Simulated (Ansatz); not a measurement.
The system is NaLaMnMoO6.

```xyz
10
Lattice="4.7224 -2.7369 0.0020 4.7224 2.7369 0.0020 -3.1780 0.0000 4.4700" Properties=species:S:1:pos:R:3 pbc="T T T"
Na   -0.0031    0.0000    3.3293
La    6.2777    0.0000    1.1522
Mn    3.1283    0.0000    2.2333
Mo    0.0068    0.0000    0.0051
O     4.1282    1.3576    1.2770
O     4.1282   -1.3576    1.2770
O     1.7822    0.0000    0.8403
O     4.4845    0.0000    3.6293
O     2.1325    1.3554    3.1991
O     2.1325   -1.3554    3.1991
```

The cell was built by a generator and needn't be a form met in nature.

Base run:

| Item | Value |
| --- | --- |
| Program | Ansatz 0.2.0 |
| Functional | PBE |
| Potentials or basis | Ansatz PAW earlier set |
| Cutoff | 900 eV |
| Density cutoff | 4500 eV |
| k mesh | 6 × 6 × 6 |
| Occupations | fermi-dirac, width 0.05 eV |
| Spin | collinear spin, ferromagnetic start |
| Starting moments | [0.0, 0.0, 4.0, 1.0, 0.0, 0.0, 0.0, 0.0, 0.0, 0.0] μB |

Its results: band gap on the k mesh none (metal or under the smearing width); pressure 0.3 GPa; net moment 1.95 μB per cell; site moments Na +0.00; La -0.01; Mn +2.23; Mo -0.37; O +0.01, +0.02 μB; largest force 0.106 eV/Å.

Problem. The run is repeated on the same cell with these changes: potentials or basis from Ansatz PAW earlier set to SPMS NC; cutoff from 900 eV to 1034 eV; density cutoff from 4500 eV to 4136 eV. What comes out?

Solution. Band gap on the k mesh none (metal or under the smearing width); pressure 1.2 GPa; net moment 2.20 μB per cell; site moments Na +0.00; La -0.01; Mn +2.44; Mo -0.36; O +0.01 μB; largest force 0.193 eV/Å.

Caveats: a cell with one magnetic atom can't hold antiferromagnetic order, which such compounds often take; semilocal functionals often make such compounds metallic where correlation or magnetic order opens a gap, which also shifts bond lengths.

Not every run made on this cell is shown here.
